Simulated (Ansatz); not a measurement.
# CH₇AlBFSi: up Jacob's ladder to CCSD(T)

One table from this session's results is given with a row withheld; the runs are named, their logs left out.

The runs use Ansatz 0.2.0, Gaussian basis; functionals in def2-TZVPP, the program's frozen cores in correlated methods.

Levels to be run: PBE-D4, r2SCAN-D4, PBE0-D4, B3LYP-D4, ωB97X-V, ωB97M-V, B2PLYP; CCSD(T)/def2-TZVPP; MP2/def2-QZVPP; extrapolation to the limit.

## The relaxed structure

An earlier PBE0-D4 in a triple-zeta def2 set relaxation fixed the geometry.

SMILES `CB(F)[SiH2][AlH2]`, 12 atoms, charge 0, spin multiplicity 1.

Atoms are counted from 1 here; the program's logs count them from 0.

Bond lengths: C1–B2 1.558 Å, C1–H6 1.093 Å, C1–H7 1.092 Å, C1–H8 1.099 Å, B2–F3 1.334 Å, B2–Si4 2.033 Å, Si4–Al5 2.454 Å, Si4–H9 1.495 Å, Si4–H10 1.491 Å, Al5–H11 1.590 Å, Al5–H12 1.588 Å. Angles: B2–C1–H6 112.8°, B2–C1–H7 113.1°, B2–C1–H8 107.4°, H6–C1–H7 109.8°, H6–C1–H8 107.3°, H7–C1–H8 106.0°, C1–B2–F3 118.2°, C1–B2–Si4 124.2°, F3–B2–Si4 117.5°, B2–Si4–Al5 107.6°, B2–Si4–H9 109.0°, B2–Si4–H10 112.1°, Al5–Si4–H9 107.9°, Al5–Si4–H10 111.5°, H9–Si4–H10 108.6°, Si4–Al5–H11 119.0°, Si4–Al5–H12 122.0°, H11–Al5–H12 118.9°.

The first run:

Contents of in.yaml:

```yaml
crystal:
  periodic: [false, false, false]
  atoms:
    - {symbol: C, position_ang: [1.077858, -0.057866, 1.789952]}
    - {symbol: B, position_ang: [-0.226553, 0.416528, 1.081182]}
    - {symbol: F, position_ang: [-0.796315, 1.547815, 1.498862]}
    - {symbol: Si, position_ang: [-1.097579, -0.554979, -0.477875]}
    - {symbol: Al, position_ang: [-0.129074, 0.342348, -2.546303]}
    - {symbol: H, position_ang: [1.621723, 0.760053, 2.269657]}
    - {symbol: H, position_ang: [1.748172, -0.611390, 1.128751]}
    - {symbol: H, position_ang: [0.783794, -0.762066, 2.580783]}
    - {symbol: H, position_ang: [-0.751616, -2.006945, -0.401878]}
    - {symbol: H, position_ang: [-2.582235, -0.418571, -0.465691]}
    - {symbol: H, position_ang: [1.400324, 0.052010, -2.871820]}
    - {symbol: H, position_ang: [-0.971700, 1.238063, -3.551622]}
basis:
  gaussian: {orbitals: def2-TZVPP}
hamiltonian: {xc: pbe, dispersion: d4}
output: {forces: true, orbitals: {seedname: orbitals}}
```

Run with:

```console
$ ansatz run in.yaml --threads 4 --pin off --events-out ev --progress --plain --max-ram 10444MiB
```

Among the steps run: PBE-D4 (GGA); r2SCAN-D4 (meta-GGA); PBE0-D4 (hybrid); B3LYP-D4 (hybrid); ωB97X-V (range-separated); ωB97M-V (range-separated); B2PLYP (double hybrid); CCSD(T) in def2-TZVPP; MP2 in def2-QZVPP.

One of the session's tables, all rows but one given; the rest of the session is left out.

| method | atomisation energy (kJ/mol) |
| --- | --- |
| PBE-D4 | 4050.9 |
| r2SCAN-D4 | 4047.4 |
| PBE0-D4 | 4014.2 |
| B3LYP-D4 | 4022.7 |
| ωB97X-V | 4044.9 |
| ωB97M-V | 4027.8 |
| B2PLYP | ? |
| HF/def2-TZVPP | 3098.8 |
| MP2/def2-TZVPP | 3954.5 |
| CCSD/def2-TZVPP | 3883.5 |
| CCSD(T)/def2-TZVPP | 3926.9 |
| MP2/CBS | 4044.4 |
| CCSD(T)/CBS | 4016.7 |

Q: Estimate the row for B2PLYP from the others.

**Answer.** atomisation energy (kJ/mol): 3975.6. In the column «atomisation energy (kJ/mol)» it lies between MP2/def2-TZVPP (3954.5) and PBE0-D4 (4014.2).

Caveats from the session: Free atoms (1 C, 1 B, 1 F, 1 Si, 1 Al, 7 H) were run apart at each level; the atomisation energy is their sum less the molecule, without zero-point or spin-orbit terms.
